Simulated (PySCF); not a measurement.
**A diatomic session: AlI**

The task here is to estimate one member of a computed series from the others.

The runs use PySCF 2.14.0; Al def2-SVPD, I def2-SVPD with ECP28, scalar-relativistic core potentials.

The first run:

A driver script around PySCF takes these settings:

```json
{"atoms": "Al, I", "charge": "0", "basis": "Al def2-SVPD, I def2-SVPD with ECP28", "Hamiltonian": "scalar-relativistic core potentials", "basis functions": "59", "electrons treated": "38", "masses in u": "26.9815, 126.9045", "levels": "PBE0, PBE, r²SCAN, revPBE, M06-2X, MN15, ωB97X, HF, MP2, SCS-MP2, CCSD, CCSD(T)", "grid": "80 radial by 434 angular points", "occupations": "held fixed by the projection of orbital angular momentum", "dissociation limit": "Al + I, each in its ground configuration", "starting distance in angstrom": "2.505", "values of 2S to try": "0, 2"}
```

On the command line:

```console
OMP_NUM_THREADS=1 python dia.py task.json out
```

Among the steps run: The job; PBE0 along the bond; Excited determinants; PBE (GGA); r²SCAN (meta-GGA); revPBE (GGA); M06-2X (hybrid meta-GGA); MN15 (hybrid meta-GGA); ωB97X (range-separated hybrid); RHF; Adding correlation.

One table of the session follows, with a row left open; its other results are not shown here.

Energy (eV) from each level's lowest point:

```
R (Å)    RHF  RHF-MP2  RHF-SCS-MP2  RHF-CCSD  RHF-CCSD(T)
2.207  0.887    0.818        0.835       n/a          n/a
2.309  0.407    0.358        0.370     0.365        0.364
2.412      ?        ?            ?         ?            ?
2.489  0.038    0.024        0.028     0.026        0.025
2.566  0.000    0.000        0.000     0.000        0.000
2.643  0.010    0.023        0.019     0.022        0.022
2.746  0.077    0.106        0.098     0.103        0.104
2.874  0.219    0.267        0.253     0.262        0.262
3.028  0.439    0.505        0.485     0.497        0.498
3.233  0.765    0.853        0.826       n/a          n/a
```

Q: Estimate the row for R (Å) = 2.412 from the others.

Worked estimate for «RHF». A straight line through the neighbours (2.309, 0.407) and (2.489, 0.038) gives 0.407 + (0.038 − 0.407) × (2.412 − 2.309) / (2.489 − 2.309) = 0.196; a parabola fitted to 4 rows on both sides gives 0.128.

**Answer.** RHF: 0.139; RHF-MP2: 0.110; RHF-SCS-MP2: 0.118; RHF-CCSD: 0.114; RHF-CCSD(T): 0.113. In «RHF» the line misses by +0.057 and the parabola by -0.011.
